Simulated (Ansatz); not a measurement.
I need harmonic frequencies at the relaxed geometry of HTe. Use the Ansatz DFT code, driven from Python. Level of theory (for the species named): PBE0, def2-SVP basis, multiplicity 2.

```yaml
atoms:
  - { symbol: Te, position_ang: [-0.6984, 0.2038, -0.3685] }
  - { symbol: H, position_ang: [0.7278, -0.2639, 0.3725] }
```

`freq_hte.py`:
```python
'''Harmonic frequencies of HTe at its relaxed geometry.'''

import ansatz as az
import numpy as np

geometry_ang = [
    ('Te', [-0.6984, 0.2038, -0.3685]),
    ('H', [0.7278, -0.2639, 0.3725]),
]
geometry = az.Crystal.molecule()
for symbol, xyz in geometry_ang:
    geometry = geometry.atom(symbol, xyz)

job = (
    geometry.calculation()
    .basis(gaussian='def2-SVP')
    .functional('pbe0')
    .spin('collinear', total=1)
    .accuracy('high')
)
symbols = [site.symbol for site in geometry.cartesian_sites]
start = np.array([site.position_ang for site in geometry.cartesian_sites], dtype=float)
data = job.relax(force_tolerance=0.003).run().report
end = np.array(data['positions_ang'])

print('bond        before    after (A)')
for i, j in [(0, 1)]:
    d0, d1 = (np.linalg.norm(xyz[i] - xyz[j]) for xyz in (start, end))
    print(f'{symbols[i]}{i}-{symbols[j]}{j}'.ljust(10), f'{d0:8.4f} {d1:8.4f}')

# same settings at the minimum
minimum = az.Crystal.molecule()
for symbol, xyz in zip(symbols, end):
    minimum = minimum.atom(symbol, xyz.tolist())
vibrating = (
    minimum.calculation()
    .basis(gaussian='def2-SVP')
    .functional('pbe0')
    .spin('collinear', total=1)
    .accuracy('high')
    .phonons(temperatures=(298.15, 498.15, 100))
)
vib = vibrating.run().report['vibrations']
sums = vib['harmonic_sums']
modes = [m['omega_inv_cm'] for m in sums['modes_at_gamma'] if m['rigid_motion'] == 'no']
print('frequencies (1/cm):', ' '.join(f'{w:.0f}' for w in modes))
print('imaginary modes:', sum(w < 0 for w in modes), ' zero-point energy:', round(sums['zero_point_energy_ev'], 4), 'eV')
print('T (K)   F_vib (eV)   S_vib (meV/K)   C_vib (meV/K)')
for row in zip(sums['temperatures_k'], sums['vibrational_free_energy_ev'], vib['entropy_ev_per_k'], vib['heat_capacity_ev_per_k']):
    print(f'{row[0]:6.1f} {row[1]:11.4f} {1000 * row[2]:13.4f} {1000 * row[3]:15.4f}')

# all hydrogen replaced by deuterium
heavier = vibrating.phonons(masses={'H': 2.014102}).run().report['vibrations']['harmonic_sums']
print('deuterated (1/cm):', ' '.join(f'{m["omega_inv_cm"]:.0f}' for m in heavier['modes_at_gamma'] if m['rigid_motion'] == 'no'))
print('zero-point energy falls by', round(sums['zero_point_energy_ev'] - heavier['zero_point_energy_ev'], 4), 'eV')
```

```console
$ python freq_hte.py
bond        before    after (A)
Te0-H1       1.6739   1.6668
frequencies (1/cm): 2147
imaginary modes: 0  zero-point energy: 0.1331 eV
T (K)   F_vib (eV)   S_vib (meV/K)   C_vib (meV/K)
 298.1      0.1331        0.0000          0.0003
 398.1      0.1331        0.0003          0.0022
 498.1      0.1330        0.0013          0.0067
deuterated (1/cm): 1525
zero-point energy falls by 0.0386 eV
```

Caveats:
- These settings explore the input space; basis and method may be short of convergence.
- The frequencies are harmonic and unscaled, in a modest basis. The result belongs to the one conformer reached from this start, and soft torsions count as harmonic oscillators.
- def2 sets replace the cores of elements past krypton by effective core potentials.
- The species is open-shell (spin multiplicity 2).
- Hardware and time: 59 s on 1 thread of Arm Neoverse V1 (shared host), peak memory 0.21 GiB.

(Lines on the test bed's own set-up are left out of the output.)
